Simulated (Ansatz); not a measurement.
# triplet SiHClF2: levels of theory compared

We compute a comparison of 5 runs (U-revPBE/6-311+G**, UB2PLYP/6-311+G**, UBHLYP/6-311+G**, UPBE/6-311+G**, UMP2/6-311+G**) of triplet SiHClF2. 

Program for the calculation: Ansatz 0.2.0.

44 further runs of the same task are left out: 44 set aside as unsound or not needed. Runs told in other sessions of the task aren't counted.

## 1. The system as given

The species is SiHClF2 (5 atoms), meant as a triplet with charge 0. As SMILES of the parent species, `F[SiH](F)Cl`. The coordinates come from a PBE0-D4/def2-TZVP relaxation. That shape belongs to the parent species and isn't relaxed for this state.

Bond lengths: F1–Si2 1.577 Å, Si2–F3 1.577 Å, Si2–Cl4 2.018 Å, Si2–H5 1.465 Å. Angles: F1–Si2–F3 107.6°, F1–Si2–Cl4 109.0°, F3–Si2–Cl4 109.0°, F1–Si2–H5 109.8°, F3–Si2–H5 109.8°, Cl4–Si2–H5 111.5°.

## 2. The energy at U-revPBE/6-311+G(d,p) (run 1)

Contents of molecule.yaml:

```yaml
crystal:
  periodic: [false, false, false]
  atoms:
    - {symbol: F, position_ang: [-0.339600, -0.621400, 1.420100]}
    - {symbol: Si, position_ang: [0.095900, -0.000200, 0.037800]}
    - {symbol: F, position_ang: [-0.033500, 1.566800, 0.156500]}
    - {symbol: Cl, position_ang: [-1.157500, -0.656000, -1.401500]}
    - {symbol: H, position_ang: [1.484600, -0.363000, -0.254200]}
basis:
  gaussian:
    orbitals: 6-311+G_st__st_-spherical.json
magnetization:
  spin_polarized: true
  initial_magnetization: 2
hamiltonian:
  xc: {name: revPBE}
accuracy: high
output: {orbitals: {seedname: orbitals}}
```

The basis set 6-311+G** is read from a file made from the Basis Set Exchange's data (not shown).

On the command line:

```console
$ ansatz run molecule.yaml --threads 1 --pin off --max-ram 3480MiB --events-out events.jsonl --progress --plain --runs-dir runs
```

The log of the run:

```text
Warning: RAYON_NUM_THREADS=1 ignored (pool sized by the plan → 1); use --threads N
Functional definition: revPBE
  name "revPBE"
  parameter kappa = 1.245
  parameter beta = 0.06672455060314922
  exchange = pbe_x(kappa = kappa, mu = beta*pi^2/3)
  correlation = pbe_c(beta = beta)
1916 factors; integrals over basis functions are off by at most 4.4e-9 eV
mean field evaluation 1: about -25837.0988 eV, gradient 4.0e1 eV
mean field evaluation 2: about -25790.5791 eV, gradient 1.2e2 eV
mean field evaluation 4: about -25838.9799 eV, gradient 2.2e1 eV
mean field evaluation 8: about -25843.0389 eV, gradient 5.9e-1 eV
mean field evaluation 16: about -25843.0400 eV, gradient 8.7e-3 eV
mean field evaluation 32: about -25843.0400 eV, gradient 5.8e-7 eV
mean field evaluation 64: about -25842.9840 eV, gradient 6.2e-1 eV
mean field evaluation 96: about -25841.6090 eV, gradient 1.5e0 eV
mean field evaluation 128: about -25843.0266 eV, gradient 2.2e-1 eV
mean field -25843.04002914 eV, -949.7142040292 hartree, gradient 3.8e-8 eV, S^2 2.002240; 10 other end points of the search recorded, 0 dependent functions left out
reference -25843.04003425 eV, -949.7142042170 hartree; 26, 24 occupied and 84, 86 virtual orbitals, 1916 factors
Total energy: -25843.04003425 eV, -949.7142042170 hartree
```

Run time: 38 s. Hardware: 1 thread of Arm Neoverse V1, shared host; peak memory 0.34 GiB.

## 3. A single-point energy at UB2PLYP/6-311+G(d,p) (run 2)

Changes to molecule.yaml since step 2:

```diff
@@ -11,2 +11,9 @@
     orbitals: 6-311+G_st__st_-spherical.json
+correlation:
+  frozen_orbitals: {Cl: 5, F: 1, H: 0, Si: 5}
+accuracy: high
+hamiltonian:
+  xc: {name: B2PLYP}
+output:
+  orbitals: {seedname: orbitals}
 magnetization:
@@ -14,5 +21 @@
   initial_magnetization: 2
-hamiltonian:
-  xc: {name: revPBE}
-accuracy: high
-output: {orbitals: {seedname: orbitals}}
```

The basis set 6-311+G** is read from a file made from the Basis Set Exchange's data (not shown).

On the command line:

```console
$ ansatz run molecule.yaml --threads 1 --pin off --max-ram 3480MiB --events-out events.jsonl --progress --plain --runs-dir runs
```

The log of the run (excerpt; [...] marks lines left out):

```text
Warning: RAYON_NUM_THREADS=1 ignored (pool sized by the plan → 1); use --threads N
Functional definition: B2PLYP
  name "B2PLYP"
[...]
1916 factors; integrals over basis functions are off by at most 4.4e-9 eV
[...]
mean field -25831.86495670 eV, -949.3035276919 hartree, gradient 6.5e-8 eV, S^2 2.006424; 6 other end points of the search recorded, 0 dependent functions left out
12 core orbitals not correlated: weight in the atoms' cores, before any rotation towards them, 1.000 or more for the frozen orbitals, at most 0.000 for the correlated occupied ones
reference -25831.86497753 eV, -949.3035284573 hartree; 14, 12 occupied and 84, 86 virtual orbitals, 1916 factors
second order -21.06686849 eV of doubles, -0.00000000 eV of singles
Total energy: -25837.55303202 eV, -949.5125606044 hartree
```

Run time: 64 s. Hardware: 1 thread of Arm Neoverse V1, shared host; peak memory 0.64 GiB.

Run 3 isn't shown in full; the table further down has it.

## 4. A single-point energy at UPBE/6-311+G(d,p) (run 4)

Contents of in.yaml:

```yaml
crystal:
  periodic: [false, false, false]
  atoms:
    - {symbol: F, position_ang: [-0.339600, -0.621400, 1.420100]}
    - {symbol: Si, position_ang: [0.095900, -0.000200, 0.037800]}
    - {symbol: F, position_ang: [-0.033500, 1.566800, 0.156500]}
    - {symbol: Cl, position_ang: [-1.157500, -0.656000, -1.401500]}
    - {symbol: H, position_ang: [1.484600, -0.363000, -0.254200]}
basis:
  gaussian:
    orbitals: 6-311+G_st__st_-spherical.json
magnetization:
  spin_polarized: true
  initial_magnetization: 2
hamiltonian:
  xc: {name: PBE}
accuracy: high
output:
  orbitals: {seedname: orbitals}
```

The basis set 6-311+G** is read from a file made from the Basis Set Exchange's data (not shown).

On the command line:

```console
$ ansatz run in.yaml --threads 1 --pin off --max-ram 3480MiB --events-out events.jsonl --progress --plain --runs-dir runs
```

The log of the run (excerpt; [...] marks lines left out):

```text
Warning: RAYON_NUM_THREADS=1 ignored (pool sized by the plan → 1); use --threads N
Functional definition: PBE
  name "PBE"
[...]
1916 factors; integrals over basis functions are off by at most 4.4e-9 eV
[...]
mean field -25834.73901899 eV, -949.4091475329 hartree, gradient 7.8e-8 eV, S^2 2.002139; 10 other end points of the search recorded, 0 dependent functions left out
reference -25834.73902315 eV, -949.4091476859 hartree; 26, 24 occupied and 84, 86 virtual orbitals, 1916 factors
Total energy: -25834.73902315 eV, -949.4091476859 hartree
```

Run time: 34 s. Hardware: 1 thread of Arm Neoverse V1, shared host; peak memory 0.34 GiB.

## 5. A single-point energy at UMP2/6-311+G(d,p) (run 5)

Contents of run.yaml:

```yaml
crystal:
  periodic: [false, false, false]
  atoms:
    - symbol: F
      position_ang: [-0.339600, -0.621400, 1.420100]
    - symbol: Si
      position_ang: [0.095900, -0.000200, 0.037800]
    - symbol: F
      position_ang: [-0.033500, 1.566800, 0.156500]
    - symbol: Cl
      position_ang: [-1.157500, -0.656000, -1.401500]
    - symbol: H
      position_ang: [1.484600, -0.363000, -0.254200]
basis:
  gaussian: {orbitals: 6-311+G_st__st_-spherical.json}
magnetization: {spin_polarized: true, initial_magnetization: 2}
correlation: {method: mp2, frozen_orbitals: {Cl: 5, F: 1, H: 0, Si: 5}}
accuracy: high
```

The basis set 6-311+G** is read from a file made from the Basis Set Exchange's data (not shown).

On the command line:

```console
$ ansatz run run.yaml --threads 1 --pin off --max-ram 3480MiB --events-out events.jsonl --progress --plain --runs-dir runs
```

The log of the run (excerpt; [...] marks lines left out):

```text
Warning: RAYON_NUM_THREADS=1 ignored (pool sized by the plan → 1); use --threads N
Functional definition: HF
  name "HF"
[...]
1916 factors; integrals over basis functions are off by at most 4.4e-9 eV
[...]
mean field -25791.63738755 eV, -947.8251917926 hartree, gradient 3.0e-8 eV, S^2 2.009248; 13 other end points of the search recorded, 0 dependent functions left out
12 core orbitals not correlated: weight in the atoms' cores, before any rotation towards them, 1.000 or more for the frozen orbitals, at most 0.000 for the correlated occupied ones
reference -25791.63738755 eV, -947.8251917926 hartree; 14, 12 occupied and 84, 86 virtual orbitals, 1916 factors
second order -17.28901842 eV of doubles, -0.00000000 eV of singles
Total energy: -25808.92640597 eV, -948.4605515007 hartree
```

It took 32 s on 1 thread of Arm Neoverse V1, shared host; peak memory 0.39 GiB.

## 6. All runs side by side

```tsv
run	level	frozen core orbitals	energy (Eh)	HOMO energy (eV)	⟨S²⟩	wall time
1	U-revPBE/6-311+G**	–	-949.714204	-1.63	2.002	38 s
2	UB2PLYP/6-311+G**	12	-949.512561	-2.87	2.006	64 s
3	UBHLYP/6-311+G**	–	-949.841786	-2.93	2.006	50 s
4	UPBE/6-311+G**	–	-949.409148	-1.70	2.002	34 s
5	UMP2/6-311+G**	12	-948.460552	–	2.009	32 s
```

## 7. What came out

| quantity | value |
| --- | --- |
| run 5: total energy | -948.46055 Eh |
| run 5: correlation energy (12 core orbitals frozen) | -635.4 mEh |
| run 5: ⟨S²⟩ of the reference determinant | 2.009 |

**Reading.** Totals of different functionals can't be ranked against each other. All runs together took 3.7 min, the longest 64 s.
